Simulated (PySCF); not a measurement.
# KS: the cost of one run

The runs use PySCF 2.14.0; each script names its method and basis.

5 further runs of the same task are left out: 1 for a known fault of the program, 4 that didn't finish.

### 1 The starting structure

KS: 2 atoms, charge 0, spin multiplicity 2.

Bond lengths: K1–S2 2.453 Å.

### 2 The run that the others are compared with

input.py

```python
from pyscf import gto, scf, cc

mol = gto.M(
    atom='K 0 0 0; S 0 0 2.453',
    basis='x2c-svpall',
    charge=0,
    spin=1,
    symmetry=True,
    verbose=3,
)
mf = scf.ROHF(mol)
mf = mf.sfx2c1e()
mf.kernel()
mycc = cc.CCSD(mf, frozen=10)
mycc.kernel()
e = mycc.eeccsd(nroots=4)[0]
print('roots (eV) =', (e*27.211386).round(3))
mf.dip_moment()
print('orbital energies (hartree):', mf.mo_energy[..., max(0, mol.nelec[1]-3):mol.nelec[0]+3].round(4))
```

Launch:

```
$ OMP_NUM_THREADS=1 python input.py
```

**Question.** How long does this run take on 1 thread of Intel Xeon Platinum 8488C, shared host, and how much memory does it need?

About 3.7 s, with a peak of 0.17 GiB.
